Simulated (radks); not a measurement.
# Excited configurations of N⁺

One table from this session's results is given with a row withheld; the runs are named, their logs left out.

Method: non-relativistic Kohn-Sham, PBE, spin-polarised, spherical densities, point nucleus; open shells are filled with parallel spins first. Code: radks (a radial shooting solver on a logarithmic mesh, Libxc functionals) version 1.

1 further run of the same task is left out (it didn't finish).

## Starting point

```
element       : nitrogen (Z = 7)
charge        : +1
electrons     : 6
configuration : [He] 2s2 2p2
```

The outer shells:

N⁺
```
[He] core
2s [↑↓]
2p [↑ ][↑ ][  ]
```

The first run:

The run's settings:

```text
Z 7
configuration [He] 2s2 2p2
relativity non-relativistic
functional pbe,pbe
spin polarised
nucleus point
```

Among the steps run: Ground configuration: [He] 2s2 2p2.

One table of the session follows, with a row left open; its other results are not shown here.

It belongs to the step «Ground configuration: [He] 2s2 2p2». From the orbitals of this run (lengths in bohr):

| level | <r> | outermost maximum (interpolated) | 90 % within |
| --- | --- | --- | --- |
| 1s up | 0.2301 | 0.148 | 0.413 |
| 1s down | 0.2295 | 0.148 | 0.411 |
| 2s up | ? | ? | ? |
| 2s down | 1.268 | 0.997 | 2.01 |
| 2p up | 1.252 | 0.909 | 2.10 |
| 2p down | 1.320 | 0.933 | 2.25 |

Q: Estimate the row for 2s up from the others.

The run gave: <r>: 1.233; outermost maximum (interpolated): 0.984; 90 % within: 1.94. In the column «<r>» it lies between 1s up (0.2301) and 2p up (1.252).

To keep in mind: Open shells are spherical and high-spin; term and fine-structure splittings are not resolved.
